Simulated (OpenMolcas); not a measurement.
**Pm³⁺ among point charges: CASSCF levels and susceptibility**

How does a field of 8 point charges split the states of Pm³⁺, and what χT follows?

Method: state-averaged CASSCF, spin-orbit coupling by RASSI with atomic mean-field integrals. Code: OpenMolcas 26.06.

## 1. What is computed

| Property | Result |
| --- | --- |
| Species | Pm³⁺ (promethium, Z = 61, 58 electrons) |
| Basis | ANO-RCC-VDZP [7s6p4d2f1g], 68 functions |
| Scalar Hamiltonian | DKH2, point nucleus |
| Inactive shells | 1s 2s 2p 3s 3p 3d 4s 4p 4d 5s 5p |
| Active space | 4 electrons in 7 orbitals (4f) |
| Some configurations of this space | 4f⁴ |
| Orbitals | optimised for the highest spin of each parity, averaged over all roots |

The outer shells:

4f4
```
4f [↑ ][↑ ][↑ ][↑ ][  ][  ][  ]
```

The ion sits among 8 point charges of -0.25 e arranged as a hexagonal bipyramid (D6h), 2.28 Å from the ion, with the axial distance 2.075 Å.

The work runs as a chain of OpenMolcas steps in one folder; each step below is one input file. Labels, J, g values, rates, χT and fits are worked out afterwards by a script from the matrices that RASSI stores. The input lists half of the charges; inversion (Group=XYZ) makes the rest.

## 2. Basis and integrals

Input file a.inp:

```
&GATEWAY
Coord
1

Pm 0.0 0.0 0.0
Basis=ANO-RCC-VDZP
Group=XYZ
NoMove
AngMom=0.0 0.0 0.0
AMFI
XField
4 Angstrom 0
2.280000 0.000000 0.000000 -0.250000
1.140000 1.974538 0.000000 -0.250000
1.140000 -1.974538 0.000000 -0.250000
0.000000 0.000000 2.074800 -0.250000
&SEWARD
```

Started as:

```bash
OMP_NUM_THREADS=1 MOLCAS_MEM=2252 MOLCAS_PROJECT=a pymolcas a.inp > a.log
```

## 3. CASSCF: quintets of even parity, 35 roots

Input file a.inp:

```
&RASSCF
FileOrb=start.orb
Symmetry=1
Spin=5
nActEl=4 0 0
Inactive=15 12
Ras2=0 7
CIRoot=35 35 1
SDav=35
CIMx=300
Iter=120 100
PrWF=0.3
OrbListing=Nothing
MaxOrb=0
>>> COPY $Project.JobIph JOB001
```

start.orb holds the contracted functions of the basis, ordered by shell, or the orbitals of the step before.

## 4. Reference wave functions, triplets of even parity, 162 roots

Input file a.inp:

```
&RASSCF
FileOrb=start.orb
Symmetry=1
Spin=3
nActEl=4 0 0
Inactive=15 12
Ras2=0 7
CIRoot=162 162 1
SDav=210
CIMx=300
Iter=120 100
PrWF=0.3
OrbListing=Nothing
MaxOrb=0
CIOnly
>>> COPY $Project.JobIph JOB002
```

## 5. Reference wave functions, singlets of even parity, 162 roots

Input file a.inp:

```
&RASSCF
FileOrb=start.orb
Symmetry=1
Spin=1
nActEl=4 0 0
Inactive=15 12
Ras2=0 7
CIRoot=162 162 1
SDav=196
CIMx=300
Iter=120 100
PrWF=0.3
OrbListing=Nothing
MaxOrb=0
CIOnly
>>> COPY $Project.JobIph JOB003
```

## 6. RASSI: spin-orbit coupling between the states

Input file a.inp:

```
&RASSI
NrOfJobIphs=3 33 106 31
1 2 3 4 5 6 7 8 9 10 11 12 13 14 15 16 17 18 19 20 21 22 23 24 25 26 27
28 29 30 31 32 33
1 2 3 4 5 6 7 8 9 10 11 12 13 14 15 16 17 18 19 20 21 22 23 24 25 26 27
28 29 30 31 32 33 34 35 36 37 38 39 40 41 42 43 44 45 46 47 48 49 50 51
52 53 54 55 56 57 58 59 60 61 62 63 64 65 66 67 68 69 70 71 72 73 74 75
76 77 78 79 80 81 82 83 84 85 86 87 88 89 90 91 92 93 94 95 96 97 98 99
100 101 102 103 104 105 106
1 2 3 4 5 6 7 8 9 10 11 12 13 14 15 16 17 18 19 20 21 22 23 24 25 26 27
28 29 30 31
IphNames
JOB001
JOB002
JOB003
EJob
SpinOrbit
DIPRint=1.0
SOCoupling=1000.0
Subsets=2
Property=9
'ANGMOM' 1 'ANGMOM' 2 'ANGMOM' 3 'MLTPL  1' 1 'MLTPL  1' 2 'MLTPL  1' 3
'AMFI' 1 'AMFI' 2 'AMFI' 3
SOProperty=3
'ANGMOM' 1 'ANGMOM' 2 'ANGMOM' 3
```

Before running it: what results should come out? Wanted: spin-free ground state; first state of the same spin within the active space; lowest level; next level.

The runs gave:

| quantity | value |
| --- | --- |
| method | CASSCF |
| spin-free ground state | quintet, 2-fold in its orbital part |
| first state of the same spin within the active space | quintet at 4.22 cm⁻¹ |
| lowest level | 1-fold |
| next level | 14.5 cm⁻¹ |
| χT at 300 K | 1.00 cm³ K/mol |
| effective moment at 300 K | 2.83 μB |

In words: The spin-free ground state (quintet) comes to 100 % from free-ion I terms and keeps the highest spin of the shell. The triplets, singlets rest on orbitals optimised for another spin in at least one step, which raises them against the optimised states. Not all states of the active space went into the spin-orbit step. High states of lower spin are left out of the spin-orbit mixing, and CASSCF puts spin-flip levels too high. Point charges carry no covalency, so the field is a model and not that of real ligands.
